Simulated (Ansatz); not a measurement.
**ZnHF: one species, many methods**

An exercise on one series of results from a longer session: the logs are not shown, and one member is left open.

Program: Ansatz 0.2.0, Gaussian basis. Level of theory: functionals in def2-TZVPP, the program's frozen cores in correlated methods. These are calculated values, not measurements.

Levels to be run: LDA (SPW92), PBE-D4, revPBE-D4, BLYP-D4, r2SCAN-D4, B97M-V, PBE0-D4, B3LYP-D4, r2SCANh-D4, r2SCAN0-D4, HSE06-D4, BHLYP-D4, CAM-B3LYP-D4, LC-ωPBE, ωB97X-V, ωB97M-V, B2PLYP, PBE-QIDH; CCSD(T)/def2-SVP; CCSD(T)/def2-TZVPP; CCSD(T)/def2-QZVPP; extrapolation to the limit; RPA on PBE.

## The geometry

An earlier PBE0-D4 in a triple-zeta def2 set relaxation fixed the geometry.

3 atoms, charge 0, spin multiplicity 1.

Atoms are counted from 1 here; the program's logs count them from 0.

Bond lengths: F1–Zn2 1.750 Å, Zn2–H3 1.507 Å. Angles: F1–Zn2–H3 180.0°.

Geometry (Å):

```mol
FHZn
  3D, bonds by distance, orders not assigned

  3  2  0  0  0  0  0  0  0  0999 V2000
   -1.3297    0.7795   -0.6393 F   0  0
    0.0645   -0.0378    0.0310 Zn  0  0
    1.2652   -0.7417    0.6083 H   0  0
  1  2  8  0
  2  3  8  0
M  END
```

The first run:

The input, in.yaml:

```yaml
crystal:
  periodic: [false, false, false]
  atoms:
    - {symbol: F, position_ang: [-1.329663, 0.779491, -0.639285]}
    - {symbol: Zn, position_ang: [0.064504, -0.037826, 0.031011]}
    - {symbol: H, position_ang: [1.265159, -0.741666, 0.608273]}
basis:
  gaussian: {orbitals: def2-TZVPP}
hamiltonian: {xc: lda}
output: {orbitals: {seedname: orbitals}}
```

The run is started by

```console
$ ansatz run in.yaml --threads 2 --pin off --events-out ev --progress --plain --max-ram 32768MiB --backend cpu
```

Among the steps run: LDA; PBE-D4 (GGA); revPBE-D4 (GGA); BLYP-D4 (GGA); r2SCAN-D4 (meta-GGA); B97M-V (meta-GGA); B3LYP-D4 (hybrid); r2SCANh-D4 (hybrid); r2SCAN0-D4 (hybrid); HSE06-D4 (hybrid); BHLYP-D4 (hybrid); CAM-B3LYP-D4 (range-separated); LC-ωPBE (range-separated); ωB97X-V (range-separated); ωB97M-V (range-separated); B2PLYP (double hybrid); PBE-QIDH (double hybrid).

One of the session's tables, all rows but one given; the rest of the session is left out.

It belongs to the step «Orbital energies across the functionals». 

| functional | HOMO (eV) | gap (eV) |
| --- | --- | --- |
| LDA (SPW92) | -8.49 | 6.88 |
| PBE-D4 | -8.23 | 6.81 |
| revPBE-D4 | -8.13 | 6.80 |
| BLYP-D4 | -8.17 | 6.72 |
| r2SCAN-D4 | -8.62 | 7.61 |
| B97M-V | -8.74 | 7.38 |
| PBE0-D4 | -9.67 | 9.18 |
| B3LYP-D4 | -9.53 | 8.66 |
| r2SCANh-D4 | -9.21 | 8.53 |
| r2SCAN0-D4 | -9.89 | 9.66 |
| HSE06-D4 | -9.26 | 8.40 |
| BHLYP-D4 | -10.86 | 10.95 |
| CAM-B3LYP-D4 | -11.16 | 11.41 |
| LC-ωPBE | -12.52 | 13.87 |
| ωB97X-V | ? | ? |
| ωB97M-V | -11.96 | 12.83 |

Q: Estimate the row for ωB97X-V from the others.

The run gave: HOMO (eV): -12.12; gap (eV): 13.37. In the column «HOMO (eV)» it lies between LC-ωPBE (-12.52) and ωB97M-V (-11.96).
